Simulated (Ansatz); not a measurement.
# C₂H₆FMgN: basis-set convergence

The task here is to estimate one member of a computed series from the others.

Method: one geometry, several basis sets; program: Ansatz 0.2.0, Gaussian basis.

Levels to be run: PBE0-D4/def2-SVP; ωB97M-V/def2-SVP; PBE0-D4/def2-QZVPP; ωB97M-V/def2-QZVPP; the functionals' def2-TZVPP values are taken from earlier runs.

### The relaxed structure

An earlier PBE0-D4 in a triple-zeta def2 set relaxation fixed the geometry.

SMILES `C[N](C)[Mg][F]`, 11 atoms, charge 0, spin multiplicity 1.

Atoms are counted from 1 here; the program's logs count them from 0.

Bond lengths: C1–N2 1.440 Å, C1–H6 1.103 Å, C1–H7 1.103 Å, C1–H8 1.096 Å, N2–C3 1.440 Å, N2–Mg4 1.887 Å, C3–H9 1.103 Å, C3–H10 1.096 Å, C3–H11 1.103 Å, Mg4–F5 1.755 Å. Angles: N2–C1–H6 112.3°, N2–C1–H7 112.2°, N2–C1–H8 111.7°, H6–C1–H7 106.5°, H6–C1–H8 106.9°, H7–C1–H8 106.9°, C1–N2–C3 110.7°, C1–N2–Mg4 124.7°, C3–N2–Mg4 124.6°, N2–C3–H9 112.3°, N2–C3–H10 111.7°, N2–C3–H11 112.2°, H9–C3–H10 106.9°, H9–C3–H11 106.5°, H10–C3–H11 106.9°, N2–Mg4–F5 180.0°.

Set-up of the first run:

Contents of in.yaml:

```yaml
crystal:
  periodic: [false, false, false]
  atoms:
    - {symbol: C, position_ang: [-1.025951, -0.508699, 0.665732]}
    - {symbol: N, position_ang: [-0.039018, 0.153046, -0.147147]}
    - {symbol: C, position_ang: [1.276976, -0.358629, 0.134144]}
    - {symbol: Mg, position_ang: [-0.416907, 1.508245, -1.404432]}
    - {symbol: F, position_ang: [-0.767890, 2.767820, -2.574333]}
    - {symbol: H, position_ang: [-0.841672, -0.368323, 1.744447]}
    - {symbol: H, position_ang: [-1.048980, -1.597797, 0.490871]}
    - {symbol: H, position_ang: [-2.035434, -0.132991, 0.464074]}
    - {symbol: H, position_ang: [1.566393, -0.211363, 1.188580]}
    - {symbol: H, position_ang: [2.042291, 0.132710, -0.477231]}
    - {symbol: H, position_ang: [1.355389, -1.441120, -0.064107]}
basis:
  gaussian: {orbitals: def2-SVP}
hamiltonian: {xc: pbe0, dispersion: d4}
output: {orbitals: {seedname: orbitals}}
```

Among the steps run: PBE0-D4 in def2-SVP; ωB97M-V in def2-SVP; PBE0-D4 in def2-QZVPP; ωB97M-V in def2-QZVPP.

One table of the session follows, with a row left open; its other results are not shown here.

It belongs to the step «Functionals by basis». 

| functional | basis | HOMO (eV) | LUMO (eV) |
| --- | --- | --- | --- |
| PBE0-D4 | def2-SVP | -5.64 | -1.19 |
| PBE0-D4 | def2-TZVPP | -5.69 | -1.28 |
| PBE0-D4 | def2-QZVPP | -5.69 | -1.28 |
| ωB97M-V | def2-SVP | -7.93 | 0.10 |
| ωB97M-V | def2-TZVPP | -8.00 | -0.01 |
| ωB97M-V | def2-QZVPP | ? | ? |

**Question.** Estimate the row for ωB97M-V, def2-QZVPP.

As computed: HOMO (eV): -8.00; LUMO (eV): -0.14.
